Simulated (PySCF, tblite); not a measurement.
# C₇H₇F₂ radical: geometry, infrared bands and EPR parameters

What infrared bands and EPR parameters should C₇H₇F₂ radical (`C=C(/[C]=C\F)/C(C)=C/F`) show?

The runs use tblite 0.8.0 and PySCF 2.14.0, with density-fitted response routines of our own; the level of theory stands in each step. All values are computed, except where a source is named. Atoms are numbered from 0 throughout.

**1. The starting structure**

16 atoms, charge 0, multiplicity 2; geometry from: force field or distance geometry start.

Bonds of the start (Å): C0–C1 1.36, C1–C2 1.39, C2–C3 1.22, C3–F4 1.37, C1–C5 1.47, C5–C6 1.51, C5–C7 1.30, C7–F8 1.38, C0–H9 1.08, C0–H10 1.07, C3–H11 1.13, C6–H12 1.10, C6–H13 1.09, C6–H14 1.11, C7–H15 1.05.

**2. Geometry optimisation with GFN2-xTB**

The job: settings as JSON, then the geometry in Å.

```
{"job": {"kind": "relax", "xc": "GFN2-xTB", "basis": "xTB"}, "charge": 0, "multiplicity": 2}
C      0.142700     1.821300     0.423700
C      0.400800     0.490700     0.399500
C      1.470600     0.054400     1.165300
C      2.198200    -0.832300     1.577300
F      2.203800    -2.190000     1.368400
C     -0.541500    -0.248500    -0.455500
C     -1.631700     0.505000    -1.186900
C     -0.511700    -1.532000    -0.653300
F     -1.436100    -2.144500    -1.481600
H     -0.683400     2.235800    -0.136700
H      0.757900     2.467200     1.022800
H      3.030600    -0.552100     2.290400
H     -2.215300    -0.174600    -1.832900
H     -2.269100     1.044300    -0.480400
H     -1.114000     1.238100    -1.834000
H      0.190500    -2.173800    -0.197500
```

Launch:

```sh
$ OMP_NUM_THREADS=1 python probes_run.py task.json out
```

This one command runs all jobs of the session in turn.

**Question.** This job is followed by: GFN2-xTB harmonic vibrations, gas phase; UKS B3LYP, pcH-1 on C F H, non-relativistic, mean-field spin-orbit, GIAO. Predict these results of the whole session: strongest single infrared mode (GFN2-xTB); zero-point energy (GFN2-xTB); g(iso) (B3LYP); ⟨S²⟩; largest a(iso) (averaged by class); potential on the surface of density 0.002 e/bohr³, 1st and 99th percentile.

**Answer**, as computed:

| quantity | value |
| --- | --- |
| strongest single infrared mode (GFN2-xTB) | 1114 cm⁻¹, 203 km/mol |
| zero-point energy (GFN2-xTB) | 71.5 kcal/mol |
| g(iso) (B3LYP) | 2.00193 |
| ⟨S²⟩ | 0.786 (exact 0.75) |
| largest a(iso) (averaged by class) | 19F on F4, 271.1 MHz |
| potential on the surface of density 0.002 e/bohr³, 1st and 99th percentile | -0.90 V and 1.17 V |

The optimisation took 98 steps and gained 1.209 eV; among the close pairs (by a distance rule), C2–C3 changed most, from 1.219 to 1.288 Å. The lowest mode is slightly imaginary (17i cm⁻¹), a soft motion within the noise of the Hessian, so the minimum is not strictly shown. The strongest single mode, at 1114 cm⁻¹, is spread over many atoms; the largest shares are those of C7, F8. Unscaled tight-binding wavenumbers are off by several per cent, some by more. Its intensities can rank the bands wrongly. The largest spin populations lie on C2 (0.67 e), C0 (0.65 e). The isotropic g lies 0.4 ppt below the free-electron value. The conformer search found further structures of the same energy, which may be mirror or relabelled copies of this one.
